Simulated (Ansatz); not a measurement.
**Sr: the crystal squeezed far**

One table from this session's results is given with a row withheld; the runs are named, their logs left out.

Program: Ansatz 0.2.0. Level of theory: DFT LDA, with the methods named in each step. These are calculated values, not measurements.

### Starting point

Symmetry: Pm-3m, No. 221, cubic system. The conventional cell has a = 3.752 Å, b = 3.752 Å, c = 3.752 Å, α = 90.00°, β = 90.00°, γ = 90.00°. Sr (site symmetry m-3m) is surrounded by 6 Sr at 3.75 Å.

Coordinates:

```xyz
1
Lattice="3.7525 0.0000 0.0000 0.0000 3.7525 0.0000 0.0000 0.0000 3.7525" Properties=species:S:1:pos:R:3 pbc="T T T"
Sr    0.0000    0.0000    0.0000
```

Whether this phase is the stable one at these pressures isn't tested.

Set-up of the first run:

input.yaml

```yaml
crystal:
  lattice:
    - [3.7524527953, 0.0, 0.0]
    - [0.0, 3.7524527953, 0.0]
    - [0.0, 0.0, 3.7524527953]
  atoms:
    - { symbol: Sr, position: [0.0, 0.0, 0.0] }
kpoints:
  mp_grid: { grid: [10, 10, 10] }
scf:
  occupations: { method: fermi_dirac, width: 0.05 }
hamiltonian:
  xc: lda
  pseudopotentials: { kind: paw }
output:
  forces: true
  stress: true
  write_density: true
  write_potential: true
  elf: true
  volumetric_format: npy
relax:
  f_tol: 0.005
  max_steps: 40
  cell: {}
```

On the command line:

```bash
$ ansatz run input.yaml --threads 1 --pin off --max-ram 2048MiB --backend cpu --events-out ev --progress --plain --runs-dir out
```

Steps of the session up to this table: Cell relaxed at zero pressure, PAW; Volume scaled by 1, PAW; Volume scaled by 0.9, PAW; Volume scaled by 0.8, PAW; Volume scaled by 0.7, PAW; Volume scaled by 0.6, PAW; Volume scaled by 0.5, PAW; Volume scaled by 0.4, PAW; Volume scaled by 0.4, PAW (source ansatz).

One of the session's tables, all rows but one given; the rest of the session is left out.

| method | volume over the first | volume (Å³/atom) | pressure (GPa) |
| --- | --- | --- | --- |
| PAW | 1 | 48.413 | -0.02 |
| PAW | 0.9 | 43.571 | 1.21 |
| PAW | 0.8 | ? | ? |
| PAW | 0.7 | 33.889 | 6.30 |
| PAW | 0.6 | 29.048 | 12.23 |
| PAW | 0.5 | 24.206 | 23.49 |
| PAW | 0.4 | 19.365 | 46.10 |
| PAW (source ansatz) | 0.4 | 19.365 | 46.17 |

Estimate the missing values for PAW, 0.8.

As computed: volume (Å³/atom): 38.730; pressure (GPa): 3.07. In the column «volume (Å³/atom)» it lies between PAW, 0.7 (33.889) and PAW, 0.9 (43.571).
